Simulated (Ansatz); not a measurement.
# C₂H₇B₂N: basis-set convergence

Aim: see how fast density functionals converge with the basis set for C₂H₇B₂N.

Computed with Ansatz 0.2.0, Gaussian basis. Level: one geometry, several basis sets.

Plan: PBE0-D4/def2-SVP; ωB97M-V/def2-SVP; PBE0-D4/def2-QZVPP; ωB97M-V/def2-QZVPP; the functionals' def2-TZVPP values are taken from earlier runs.

**1. Structure used throughout**

The geometry comes from an earlier relaxation with PBE0-D4 in a triple-zeta def2 set; it is a stationary point, not always the lowest conformer.

12 atoms, charge 0, spin multiplicity 1.

Atoms are counted from 1 here; the program's logs count them from 0.

Bond lengths: B1–C2 1.514 Å, B1–H6 1.202 Å, B1–H7 1.198 Å, C2–B3 1.641 Å, C2–C5 1.544 Å, C2–H8 1.092 Å, B3–N4 1.385 Å, B3–H9 1.191 Å, N4–C5 1.456 Å, N4–H10 1.006 Å, C5–H11 1.094 Å, C5–H12 1.094 Å. Angles: C2–B1–H6 120.3°, C2–B1–H7 120.7°, H6–B1–H7 118.8°, B1–C2–B3 101.5°, B1–C2–C5 120.8°, B1–C2–H8 117.4°, B3–C2–C5 82.1°, B3–C2–H8 110.8°, C5–C2–H8 115.8°, C2–B3–N4 90.8°, C2–B3–H9 137.5°, N4–B3–H9 131.8°, B3–N4–C5 94.9°, B3–N4–H10 137.9°, C5–N4–H10 127.2°, C2–C5–N4 92.2°, C2–C5–H11 113.2°, C2–C5–H12 114.6° and more.

**2. PBE0-D4 in def2-SVP**

Contents of in.yaml:

```yaml
crystal:
  periodic: [false, false, false]
  atoms:
    - {symbol: B, position_ang: [-1.229013, -0.903374, 0.807210]}
    - {symbol: C, position_ang: [-0.692149, 0.302039, 0.065126]}
    - {symbol: B, position_ang: [0.758104, 0.520744, 0.800767]}
    - {symbol: N, position_ang: [1.419021, 0.319196, -0.400083]}
    - {symbol: C, position_ang: [0.204556, 0.128878, -1.179774]}
    - {symbol: H, position_ang: [-0.815831, -2.003668, 0.556770]}
    - {symbol: H, position_ang: [-1.995142, -0.768505, 1.718785]}
    - {symbol: H, position_ang: [-1.286240, 1.217433, 0.098540]}
    - {symbol: H, position_ang: [1.158838, 0.765254, 1.895737]}
    - {symbol: H, position_ang: [2.366173, 0.314245, -0.739438]}
    - {symbol: H, position_ang: [0.050490, 0.906920, -1.933609]}
    - {symbol: H, position_ang: [0.138093, -0.854264, -1.655932]}
basis:
  gaussian: {orbitals: def2-SVP}
hamiltonian: {xc: pbe0, dispersion: d4}
output: {orbitals: {seedname: orbitals}}
```

After this run come: ωB97M-V in def2-SVP; PBE0-D4 in def2-QZVPP; ωB97M-V in def2-QZVPP.

Before running them: what should the planned runs give, taken together? Wanted: PBE0-D4: double and triple zeta above quadruple; ωB97M-V: double and triple zeta above quadruple.

**Answer**, as computed:

| quantity | value |
| --- | --- |
| PBE0-D4: double and triple zeta above quadruple | 5.70, 0.30 eV |
| ωB97M-V: double and triple zeta above quadruple | 5.98, 0.28 eV |

For PBE0-D4 the step from double to triple zeta gains 5.41 eV and the next only 0.30 eV. These are total energies; as a rule much of such shifts cancels in differences, which this series doesn't test.
